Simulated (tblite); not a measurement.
# C5H28GeO3Si4: the cost of one run

Computed with tblite 0.8.0 and PySCF 2.14.0; each step states its level. No surroundings beyond the atoms listed, unless a continuum is named. Atoms count from 0, parts from 1.

## 1. The system as given

41 atoms, charge 0, multiplicity 1; geometry: rigid parts in contact. Parts: 1 = atoms 0–22, `C[CH2][GeH2][Si]([SiH3])([SiH3])[SiH3]`, charge 0; 2 = atoms 23–28, `CO`, charge 0; 3 = atoms 29–34, `CO`, charge 0; 4 = atoms 35–40, `CO`, charge 0.

## 2. Search for minima with GFN2-xTB

Job settings and geometry (Å):

```
{"job": {"kind": "dock", "xc": "GFN2-xTB", "basis": "xTB"}, "charge": 0, "multiplicity": 1, "parts": [{"atoms": "0-22", "charge": 0, "multiplicity": 1}, {"atoms": "23-28", "charge": 0, "multiplicity": 1}, {"atoms": "29-34", "charge": 0, "multiplicity": 1}, {"atoms": "35-40", "charge": 0, "multiplicity": 1}]}
C     -0.045904    -2.602778     1.329553
C     -0.959056    -1.527399     1.896466
Ge    -1.541341    -0.084255     0.642368
Si     0.232282     0.944315    -0.630381
Si    -0.610407     2.840491    -1.714529
Si     1.039559    -0.675519    -2.138573
Si     1.781544     1.479755     1.036409
H      0.203738    -3.330873     2.101428
H     -0.528169    -3.133618     0.509834
H      0.883490    -2.169428     0.962416
H     -1.860077    -1.991983     2.302581
H     -0.460940    -1.038398     2.736332
H     -2.382574     0.783002     1.552759
H     -2.633672    -0.743518    -0.216676
H     -1.127035     3.915746    -0.864631
H      0.449724     3.457989    -2.524067
H     -1.696662     2.533096    -2.654598
H      1.663219    -0.060882    -3.310313
H     -0.070078    -1.517451    -2.567397
H      2.037134    -1.555982    -1.522577
H      1.208400     2.188396     2.183933
H      2.417033     0.283060     1.599502
H      2.867315     2.321124     0.528693
C     -3.939667    -0.476647    -3.255792
O     -2.872059    -1.393122    -3.220089
H     -3.644937     0.491993    -2.839175
H     -4.212302    -0.352005    -4.302301
H     -4.809048    -0.851501    -2.703924
H     -2.590882    -1.482687    -2.300881
C     -0.220014    -4.440710    -4.383983
O      0.060095    -3.101456    -4.705311
H     -0.815632    -4.928134    -5.164566
H      0.735322    -4.958348    -4.307290
H     -0.748989    -4.518838    -3.429302
H     -0.758440    -2.593159    -4.657384
C     -4.851619     2.033461     0.115925
O     -3.565328     2.585134    -0.063158
H     -5.198935     1.539175    -0.797652
H     -4.762782     1.291026     0.908400
H     -5.578812     2.792657     0.418811
H     -3.627558     3.360050    -0.632773
```

Level: GFN2-xTB search for minima from random contacts, gas phase.

Launch:

```console
$ OMP_NUM_THREADS=1 python cluster_run.py task.json out
```

The driver reads the jobs from task.json and runs them one after another.

**Question.** How long does this first job take on 1 thread of Arm Neoverse N1, shared host?

About 3.1 min.
